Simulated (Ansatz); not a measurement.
A first try at a ladder of methods at one geometry of BH6NOSeSi, SMILES B[Se][SiH](N)O, using Ansatz 0.2.0 through its Python package.

`run_methods.py`:
```python
'''One geometry of BH6NOSeSi, method by method.'''

from pathlib import Path

import ansatz as az
from ase import Atoms
import numpy as np


def main() -> None:
    atoms = Atoms(['B', 'Se', 'Si', 'N', 'O', 'H', 'H', 'H', 'H', 'H', 'H'], positions=[
        (-0.2292, 1.6003, -1.1093),
        (-1.837, 0.4939, -0.565),
        (-0.4776, -1.1093, 0.266),
        (0.5965, -0.4355, 1.6288),
        (0.5996, -1.7063, -0.9696),
        (0.2092, 1.5177, -2.1887),
        (0.2004, 2.4355, -0.3623),
        (-1.2275, -2.2051, 0.7752),
        (1.1172, 0.3381, 1.284),
        (-0.1493, -0.0002, 2.3182),
        (1.2631, -0.986, -1.0566),
    ])
    geometry = az.Crystal.molecule_from_ase(atoms)

    setup = geometry.calculation().basis(gaussian='def2-SVP').kpoints(2, 2, 2)

    print('functional    E (Ha)        dipole (D)   HOMO (eV)  LUMO (eV)')
    for name in ['blyp', 'hf', 'cam_b3lyp', 'lc_wpbe', 'b3lyp']:
        report = setup.functional(name).forces().orbitals().run(runs_dir='runs').report
        lines = Path(report['orbitals_path']).read_text().splitlines()
        field_of = lambda key: [line.split('=')[1].strip() for line in lines if line.startswith(key)]
        orbitals = [(27.211386 * float(e), s, float(n)) for e, s, n in zip(field_of('Ene='), field_of('Spin='), field_of('Occup='))]
        homo = max(e for e, _, n in orbitals if n > 0.5)
        lumo = min(e for e, _, n in orbitals if n < 0.5)
        dipole = 4.803205 * np.linalg.norm(report['charge_distribution']['dipole_moment_e_ang'])
        print(f'{name:10s} {report["free_energy_ev"] / 27.211386246:14.6f} {dipole:9.3f} {homo:11.3f} {lumo:10.3f}')


if __name__ == '__main__':
    main()
```

Running `python run_methods.py` prints:
```text
functional    E (Ha)        dipole (D)   HOMO (eV)  LUMO (eV)
Traceback (most recent call last):
  File "run_methods.py", line 41, in <module>
    main()
    ~~~~^^
  File "run_methods.py", line 30, in main
    report = setup.functional(name).forces().orbitals().run(runs_dir='runs').report
             ~~~~~~~~~~~~~~~~~~~~~~~~~~~~~~~~~~~~~~~~~~~~~~^^^^^^^^^^^^^^^^^
  ...
ansatz.RefusalError: invalid value for `basis.gaussian`: such a run doesn't read kpoints; remove what it names
```
(Library frames cut from the traceback.)

What is wrong, and how is it mended?

The fault: a molecule in a Gaussian basis takes no k-points. The change:

```diff
--- before
+++ after
@@ -25,3 +25,3 @@
 
-    setup = geometry.calculation().basis(gaussian='def2-SVP').kpoints(2, 2, 2)
+    setup = geometry.calculation().basis(gaussian='def2-SVP')
```

With that change:

`python run_methods.py` gives:
```text
functional    E (Ha)        dipole (D)   HOMO (eV)  LUMO (eV)
blyp         -2848.999040     2.024      -5.293     -3.487
hf           -2845.813022     2.666      -9.456      0.765
cam_b3lyp    -2849.080436     2.308      -7.980     -1.657
lc_wpbe      -2848.507331     2.405      -9.399     -0.561
b3lyp        -2849.085537     2.213      -6.460     -2.958
```

What to keep in mind:
- Total energies depend on the basis set; only differences at equal settings carry meaning.
- The geometry is a force-field or estimated start, not a minimum of this method, and the basis set is short of its limit. A lower total doesn't mark the better method: functionals have no common bound, and MP2 and coupled cluster aren't variational.
- b3lyp holds the VWN-RPA fit, as in Gaussian; the form of ORCA and Turbomole is b3lyp5.
- Levels such as HOMO and LUMO are orbital energies: with these approximate functionals they aren't the ionisation energy and electron affinity, and their gap isn't the fundamental gap.
- Wall time of the script: 20 s on 1 thread of AMD EPYC 9R14 (Zen 4), on a shared host, peak memory 0.42 GiB.

(Lines on the test bed's own set-up are left out of the output.)
